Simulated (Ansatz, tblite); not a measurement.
**In3Sb3 wurtzite hole sphere (In3Sb3H12): charged states by level of theory**

What does removing or adding an electron cost or gain for In3Sb3 wurtzite hole sphere (In3Sb3H12)? Each charged state is run at several levels.

The runs use Ansatz 0.2.0, Gaussian basis; as each input shows.

Plan: charge +1 doublet, at the geometry of the singlet (PBE0-D4/def2-TZVP, PBE-D4/def2-TZVP); charge -1 doublet, at the geometry of the singlet (PBE0-D4/def2-TZVP, PBE-D4/def2-TZVP); the starting singlet's energies come from earlier runs.

1 further run of the same task is left out (set aside as unsound or not needed).

**1. The relaxed structure**

The geometry is that of the singlet, from an earlier relaxation (PBE-D4/def2-SVP).

18 atoms, charge 0, spin multiplicity 1.

Atoms are counted from 1 here; the program's logs count them from 0.

Bond lengths: Sb1–In2 2.913 Å, Sb1–In4 2.913 Å, Sb1–H7 1.720 Å, Sb1–H8 1.721 Å, In2–Sb3 2.913 Å, In2–H9 1.733 Å, In2–H10 1.736 Å, Sb3–In6 2.913 Å, Sb3–H11 1.722 Å, Sb3–H12 1.721 Å, In4–Sb5 2.912 Å, In4–H13 1.734 Å, In4–H14 1.736 Å, Sb5–In6 2.913 Å, Sb5–H15 1.722 Å, Sb5–H16 1.722 Å, In6–H17 1.736 Å, In6–H18 1.734 Å. Angles: In2–Sb1–In4 133.1°, In2–Sb1–H7 105.9°, In2–Sb1–H8 105.4°, In4–Sb1–H7 106.1°, In4–Sb1–H8 105.4°, H7–Sb1–H8 94.3°, Sb1–In2–Sb3 93.8°, Sb1–In2–H9 107.8°, Sb1–In2–H10 105.5°, Sb3–In2–H9 107.7°, Sb3–In2–H10 105.5°, H9–In2–H10 130.5°, In2–Sb3–In6 133.0°, In2–Sb3–H11 105.5°, In2–Sb3–H12 106.0°, In6–Sb3–H11 105.4°, In6–Sb3–H12 106.1°, H11–Sb3–H12 94.3° and more.

In, Sb take a core potential in the def2 sets. No spin-orbit coupling is included.

**2. Charge +1 doublet at the fixed geometry, PBE0-D4/def2-TZVP**

in.yaml reads:

```yaml
crystal:
  periodic: [false, false, false]
  atoms:
    - {symbol: Sb, position_ang: [-0.002862, -2.455435, -0.208689]}
    - {symbol: In, position_ang: [-2.674704, -1.538570, 0.504790]}
    - {symbol: Sb, position_ang: [-2.123404, 1.232078, -0.207569]}
    - {symbol: In, position_ang: [2.669562, -1.547329, 0.511463]}
    - {symbol: Sb, position_ang: [2.129569, 1.223776, -0.203766]}
    - {symbol: In, position_ang: [0.006016, 3.085004, 0.513654]}
    - {symbol: H, position_ang: [-0.007884, -4.158993, 0.031569]}
    - {symbol: H, position_ang: [-0.001037, -2.567397, -1.926119]}
    - {symbol: H, position_ang: [-3.782955, -2.174415, -0.666645]}
    - {symbol: H, position_ang: [-2.728508, -1.569130, 2.239514]}
    - {symbol: H, position_ang: [-2.217783, 1.291729, -1.925495]}
    - {symbol: H, position_ang: [-3.598654, 2.085283, 0.032040]}
    - {symbol: H, position_ang: [3.777682, -2.189342, -0.657102]}
    - {symbol: H, position_ang: [2.716624, -1.579444, 2.246460]}
    - {symbol: H, position_ang: [2.224008, 1.281102, -1.922250]}
    - {symbol: H, position_ang: [3.606354, 2.073925, 0.041710]}
    - {symbol: H, position_ang: [0.001212, 3.139330, 2.248742]}
    - {symbol: H, position_ang: [0.006744, 4.367807, -0.652325]}
basis:
  gaussian: {orbitals: def2-TZVP}
total_charge: 1
magnetization: {spin_polarized: true, initial_magnetization: 1}
hamiltonian: {xc: pbe0, dispersion: d4}
scf: {omitted_lower_state_checks: [starts]}
output: {orbitals: {seedname: orbitals}}
```

Launch:

```bash
$ ansatz run in.yaml --threads 2 --pin off --events-out ev --progress --plain --max-ram 32768MiB --backend cuda --devices 0, --max-vram 18GiB
```

Log:

```text
Functional definition: PBE0
  name "PBE0"
  cite "Adamo & Barone, J. Chem. Phys. 110, 6158 (1999) doi:10.1063/1.478522"
  cite "Perdew, Burke & Ernzerhof, Phys. Rev. Lett. 77, 3865 (1996) doi:10.1103/PhysRevLett.77.3865"
  parent pbe
  parameter a = 0.25
  parameter kappa = 0.804
  parameter beta = 0.06672455060314922
  exchange = (1 - a)*pbe_x(kappa = kappa, mu = beta*pi^2/3) + a*exact_x
  correlation = pbe_c(beta = beta)
these checks for a lower state are left out or cut short: starts
3294 factors; their error is unknown
mean field evaluation 1: about -35320.7028 eV, gradient 1.5e1 eV
mean field evaluation 2: about -35321.5404 eV, gradient 1.0e1 eV
mean field evaluation 4: about -35321.9639 eV, gradient 7.8e-1 eV
mean field evaluation 8: about -35321.9659 eV, gradient 5.1e-2 eV
mean field evaluation 16: about -35322.5834 eV, gradient 3.4e-3 eV
mean field evaluation 32: about -35322.5834 eV, gradient 6.3e-6 eV
mean field -35322.58343208 eV, -1298.0809986220 hartree, gradient 6.3e-6 eV, S^2 0.759531; 0 other end points of the search recorded, 0 dependent functions left out
reference -35322.58350753 eV, -1298.0810013948 hartree; 72, 71 occupied and 300, 301 virtual orbitals, 3294 factors
Total energy: -35323.20083551 eV, -1298.1036877793 hartree
Checks for a lower state left out: starts
```

Wall time 45 s (1 × H100 (card shared with other runs) with 2 threads of AMD EPYC 7R13, shared host); peak host memory 1.1 GiB.

From the report: HOMO -10.58 eV, LUMO -9.64 eV (over both spins); ⟨S²⟩ 0.760 (pure: 0.75).

**3. Charge +1 doublet at the fixed geometry, PBE-D4/def2-TZVP**

start.molden holds the orbitals of an earlier run on this state, given as this run's starting guess.

in.yaml, as its differences from that of step 2:

```diff
@@ -22,6 +22,6 @@
 basis:
-  gaussian: {orbitals: def2-TZVP}
+  gaussian: {orbitals: def2-TZVP, initial_orbitals: start.molden}
 total_charge: 1
 magnetization: {spin_polarized: true, initial_magnetization: 1}
-hamiltonian: {xc: pbe0, dispersion: d4}
+hamiltonian: {xc: pbe, dispersion: d4}
 scf: {omitted_lower_state_checks: [starts]}
```

The command is unchanged.

Log:

```text
Functional definition: PBE
  name "PBE"
  cite "Perdew, Burke & Ernzerhof, Phys. Rev. Lett. 77, 3865 (1996) doi:10.1103/PhysRevLett.77.3865"
  parent pbe
  parameter kappa = 0.804
  parameter beta = 0.06672455060314922
  exchange = pbe_x(kappa = kappa, mu = beta*pi^2/3)
  correlation = pbe_c(beta = beta)
these checks for a lower state are left out or cut short: starts
2841 factors; their error is unknown
mean field evaluation 1: about -35321.2963 eV, gradient 7.5e0 eV
mean field evaluation 2: about -35321.5459 eV, gradient 2.6e-1 eV
mean field evaluation 4: about -35321.5119 eV, gradient 2.2e-3 eV
mean field evaluation 8: about -35321.5119 eV, gradient 4.6e-5 eV
mean field -35321.51191209 eV, -1298.0416209887 hartree, gradient 4.5e-6 eV, S^2 0.753198; 0 other end points of the search recorded, 0 dependent functions left out
reference -35321.51201665 eV, -1298.0416248313 hartree; 72, 71 occupied and 300, 301 virtual orbitals, 2841 factors
Total energy: -35322.19841950 eV, -1298.0668496705 hartree
Checks for a lower state left out: starts
```

Wall time 25 s (1 × H100 (card shared with other runs) with 2 threads of AMD EPYC 7R13, shared host); peak host memory 1 GiB.

Report: HOMO -9.85 eV, LUMO -9.92 eV (over both spins; with the spin held, an empty level of the minority spin lies below the top filled one); ⟨S²⟩ 0.753 (pure: 0.75).

**4. Vertical ionisation energy**

Charged state less starting state, singlet to doublet; the starting state's energies are those of its earlier runs.

| level | vertical ionisation energy (eV) | time |
| --- | --- | --- |
| PBE-D4/def2-TZVP | +8.11 | 33 s |
| PBE0-D4/def2-TZVP | +8.40 | 54 s |

Times add the two runs; a level without a time comes out of a correlated run.

Beside −ε(HOMO) of the starting state:

| level | −ε(HOMO) (eV) | by difference (eV) | mismatch (eV) |
| --- | --- | --- | --- |
| PBE-D4/def2-TZVP | 6.21 | 8.11 | -1.90 |
| PBE0-D4/def2-TZVP | 7.09 | 8.40 | -1.32 |

**5. Charge -1 doublet at the fixed geometry, PBE0-D4/def2-TZVP**

in.yaml, as its differences from that of step 3:

```diff
@@ -22,6 +22,6 @@
 basis:
-  gaussian: {orbitals: def2-TZVP, initial_orbitals: start.molden}
-total_charge: 1
+  gaussian: {orbitals: def2-TZVP}
+total_charge: -1
 magnetization: {spin_polarized: true, initial_magnetization: 1}
-hamiltonian: {xc: pbe, dispersion: d4}
+hamiltonian: {xc: pbe0, dispersion: d4}
 scf: {omitted_lower_state_checks: [starts]}
```

Launched as before.

Log, cut to the lines that bear on the results:

```text
Functional definition: PBE0
  name "PBE0"
  cite "Adamo & Barone, J. Chem. Phys. 110, 6158 (1999) doi:10.1063/1.478522"
  cite "Perdew, Burke & Ernzerhof, Phys. Rev. Lett. 77, 3865 (1996) doi:10.1103/PhysRevLett.77.3865"
  parent pbe
[...]
3294 factors; their error is unknown
[...]
mean field -35331.35240958 eV, -1298.4032526012 hartree, gradient 1.1e-5 eV, S^2 0.757127; 0 other end points of the search recorded, 0 dependent functions left out
reference -35331.35249367 eV, -1298.4032556916 hartree; 73, 72 occupied and 299, 300 virtual orbitals, 3294 factors
Total energy: -35332.06395455 eV, -1298.4294013966 hartree
Checks for a lower state left out: starts
```

Run time: 14 s. Hardware: 1 × H100 (card shared with other runs) with 2 threads of AMD EPYC 7R13, shared host; peak host memory 1.1 GiB.

HOMO 0.76 eV, LUMO 1.89 eV (over both spins); ⟨S²⟩ 0.757 (pure: 0.75). Doubts: highest occupied level lies above zero.

**6. Charge -1 doublet at the fixed geometry, PBE-D4/def2-TZVP**

in.yaml, as its differences from that of step 5:

```diff
@@ -22,6 +22,6 @@
 basis:
-  gaussian: {orbitals: def2-TZVP}
+  gaussian: {orbitals: def2-TZVP, initial_orbitals: start.molden}
 total_charge: -1
 magnetization: {spin_polarized: true, initial_magnetization: 1}
-hamiltonian: {xc: pbe0, dispersion: d4}
+hamiltonian: {xc: pbe, dispersion: d4}
 scf: {omitted_lower_state_checks: [starts]}
```

Same command.

Log:

```text
Functional definition: PBE
  name "PBE"
  cite "Perdew, Burke & Ernzerhof, Phys. Rev. Lett. 77, 3865 (1996) doi:10.1103/PhysRevLett.77.3865"
  parent pbe
  parameter kappa = 0.804
  parameter beta = 0.06672455060314922
  exchange = pbe_x(kappa = kappa, mu = beta*pi^2/3)
  correlation = pbe_c(beta = beta)
these checks for a lower state are left out or cut short: starts
2841 factors; their error is unknown
mean field evaluation 1: about -35329.9402 eV, gradient 7.5e0 eV
mean field evaluation 2: about -35330.2038 eV, gradient 2.9e-1 eV
mean field evaluation 4: about -35330.1858 eV, gradient 1.8e-1 eV
mean field evaluation 8: about -35330.1860 eV, gradient 2.6e-4 eV
mean field -35330.18603429 eV, -1298.3603891001 hartree, gradient 1.0e-5 eV, S^2 0.752684; 0 other end points of the search recorded, 0 dependent functions left out
reference -35330.18614785 eV, -1298.3603932732 hartree; 73, 72 occupied and 299, 300 virtual orbitals, 2841 factors
Total energy: -35330.97737471 eV, -1298.3894703241 hartree
Checks for a lower state left out: starts
```

Run time: 10 s. Hardware: 1 × H100 (card shared with other runs) with 2 threads of AMD EPYC 7R13, shared host; peak host memory 1 GiB.

From the report: HOMO 1.05 eV, LUMO 1.25 eV (over both spins); ⟨S²⟩ 0.753 (pure: 0.75). Doubts: highest occupied level lies above zero.

**7. Vertical electron affinity**

Starting state less charged state (positive: the electron is bound), singlet to doublet; the starting state's energies are those of its earlier runs.

| level | vertical electron affinity (eV) | time |
| --- | --- | --- |
| PBE-D4/def2-TZVP | +0.67 | 18 s |
| PBE0-D4/def2-TZVP | +0.46 | 23 s |

Times add the two runs; a level without a time comes out of a correlated run.

Beside −ε(LUMO) of the starting state:

| level | −ε(LUMO) (eV) | by difference (eV) | mismatch (eV) |
| --- | --- | --- | --- |
| PBE-D4/def2-TZVP | 2.29 | 0.67 | +1.63 |
| PBE0-D4/def2-TZVP | 1.57 | 0.46 | +1.11 |

**8. Outcome**

| quantity | value |
| --- | --- |
| vertical ionisation energy, functionals in def2-TZVP | 8.11 (PBE-D4) to 8.40 eV (PBE0-D4) |
| vertical electron affinity, functionals in def2-TZVP | 0.46 (PBE0-D4) to 0.67 eV (PBE-D4) |

What this shows: The vertical ionisation energy spans 8.11 to 8.40 eV over the functionals. −ε(HOMO) misses the level's own difference by -1.32 eV at best (PBE0-D4) and -1.90 eV at worst (PBE-D4). The vertical electron affinity spans 0.46 to 0.67 eV over the functionals. The anion's highest level lies above zero where self-interaction lifts it, so diffuse functions weigh on these values. −ε(LUMO) misses the level's own difference by +1.11 eV at best (PBE0-D4) and +1.63 eV at worst (PBE-D4).

The anion's highest level is positive in at least one run, so there the basis alone may hold the extra electron.
